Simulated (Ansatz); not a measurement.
**The Cu+ ion: how energies converge with the basis set**

How large a basis does the Cu+ ion need? Two functionals are run in growing sets.

Method: one geometry, several basis sets; program: Ansatz 0.2.0, Gaussian basis.

Plan: PBE0/def2-SVP; ωB97M-V/def2-SVP; PBE0/def2-QZVPP; ωB97M-V/def2-QZVPP; the functionals' def2-TZVPP values are taken from earlier runs.

## Step 1: The atom

SMILES `[Cu+]`, 1 atom, charge 1, spin multiplicity 1.

## Step 2: PBE0 in def2-SVP

File in.yaml:

```yaml
crystal:
  periodic: [false, false, false]
  atoms:
    - {symbol: Cu, position_ang: [0.000000, 0.000000, 0.000000]}
basis:
  gaussian: {orbitals: def2-SVP}
total_charge: 1
hamiltonian: {xc: pbe0}
output: {orbitals: {seedname: orbitals}}
```

After this run come: ωB97M-V in def2-SVP; PBE0 in def2-QZVPP; ωB97M-V in def2-QZVPP.

Before running them: what should the planned runs give, taken together? Wanted: PBE0: double and triple zeta above quadruple; ωB97M-V: double and triple zeta above quadruple.

**Answer**, as computed:

```
                                       quantity          value
   PBE0: double and triple zeta above quadruple  7.61, 1.15 eV
ωB97M-V: double and triple zeta above quadruple  7.64, 1.13 eV
```

PBE0 gains 6.46 eV from double to triple zeta, then 1.15 eV more. Total energies overstate the basis error of differences, where much of it tends to cancel.
